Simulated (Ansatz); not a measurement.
# H6OSiSn: rigid torsion scan

A script is to give a rigid torsion scan; the system is H6OSiSn.

All numbers are computed with Ansatz 0.2.0, driven from Python. Level of theory: PBE0/def2-SVP.

## (1) Starting point

Bond lengths: O1–Sn2 1.936 Å, Sn2–Si3 2.493 Å, O1–H4 1.034 Å, Sn2–H5 1.768 Å, Sn2–H6 1.768 Å, Si3–H7 1.531 Å, Si3–H8 1.447 Å, Si3–H9 1.503 Å. Angles: O1–Sn2–Si3 107.6°, O1–Sn2–H5 109.3°, O1–Sn2–H6 110.8°, Si3–Sn2–H5 109.7°, Si3–Sn2–H6 110.0°, H5–Sn2–H6 109.5°, Sn2–O1–H4 100.7°, Sn2–Si3–H7 109.4°, Sn2–Si3–H8 110.8°, Sn2–Si3–H9 110.8°, H7–Si3–H8 106.6°, H7–Si3–H9 106.9°, H8–Si3–H9 112.2°.

No structure file is read: the coordinates are typed or built in the script.

## (2) The code

File torsion_h6osisn.py:

```python
"""Rigid torsion scan of H6OSiSn."""

import warnings

import ansatz as az
from ase import Atoms


def main() -> None:
    warnings.simplefilter("ignore", az.DeckWarning)

    atoms = Atoms(["O", "Sn", "Si", "H", "H", "H", "H", "H", "H"], positions=[
        (-2.0053, 0.3212, -0.883),
        (-0.1319, 0.7027, -0.5782),
        (0.7433, -1.0268, 0.9888),
        (-2.2574, 1.0935, -1.5228),
        (0.7396, 0.6116, -2.114),
        (0.0757, 2.3125, 0.1224),
        (2.2323, -0.775, 1.2429),
        (0.6412, -2.3473, 0.4069),
        (0.051, -0.9386, 2.3198),
    ])

    # start the scan from a relaxed geometry
    first = az.Crystal.molecule_from_ase(atoms).calculation()
    first = first.basis(gaussian="def2-SVP").functional("pbe0")
    first = first.relax(force_tolerance=0.02, max_steps=80)
    atoms.positions = first.run().report["positions_ang"]

    start = atoms.get_dihedral(0, 1, 2, 6)
    energies = {}
    for turn in range(0, 121, 15):
        turned = atoms.copy()
        turned.set_dihedral(0, 1, 2, 6, start + turn, indices=[2, 6, 7, 8])
        calc = (
            az.Crystal.molecule_from_ase(turned).calculation()
            .basis(gaussian="def2-SVP")  # the orbital basis, by name
            .functional("pbe0")
        )
        energies[round((start + turn) % 360)] = calc.run().report["free_energy_ev"]
    floor = min(energies.values())
    print("dihedral O0-Sn1-Si2-H6 (deg)   E - E(min) (kJ/mol)")
    for angle, e in sorted(energies.items()):
        print(f"{angle:8d} {96.485332 * (e - floor):14.3f}  " + "#" * int(30 * (e - floor) / max(max(energies.values()) - floor, 1e-9)))


if __name__ == "__main__":
    main()
```

## (3) The calls as engine input

The engine receives this input (first run):

```yaml
crystal:
  periodic: [false, false, false]
  atoms:
    - { symbol: O, position_ang: [-2.0053, 0.3212, -0.883] }
    - { symbol: Sn, position_ang: [-0.1319, 0.7027, -0.5782] }
    - { symbol: Si, position_ang: [0.7433, -1.0268, 0.9888] }
    - { symbol: H, position_ang: [-2.2574, 1.0935, -1.5228] }
    - { symbol: H, position_ang: [0.7396, 0.6116, -2.114] }
    - { symbol: H, position_ang: [0.0757, 2.3125, 0.1224] }
    - { symbol: H, position_ang: [2.2323, -0.775, 1.2429] }
    - { symbol: H, position_ang: [0.6412, -2.3473, 0.4069] }
    - { symbol: H, position_ang: [0.051, -0.9386, 2.3198] }
basis:
  gaussian:
    orbitals: def2-SVP
hamiltonian:
  xc: pbe0
relax:
  f_tol: 0.02
  max_steps: 80
```

## (4) The run

Started as:

```sh
$ python torsion_h6osisn.py
```

**Question.** What results will this script give? Wanted: range of energy; lowest point, turn.

The runs gave:

| quantity | value |
| --- | --- |
| runs compared | 9 |
| range of energy | 0.022 eV |
| lowest point, turn (°) | 0 |

The lowest point lies at a turn of 0°, the highest 0.022 eV (2.1 kJ/mol) above it at 60°. The grid can miss the true lowest and highest points, and the rest of the molecule is held rigid. Run 0: After 5 moves the largest shift is 0.194 Å, of atom 4 (H). The scan is rigid and the energies are electronic, in a modest basis. With rigid groups the curve can differ much from the relaxed path, the start wasn't checked as a minimum of this torsion, and equivalent turns needn't return to the same energy. def2 sets replace the cores of elements past krypton by effective core potentials.
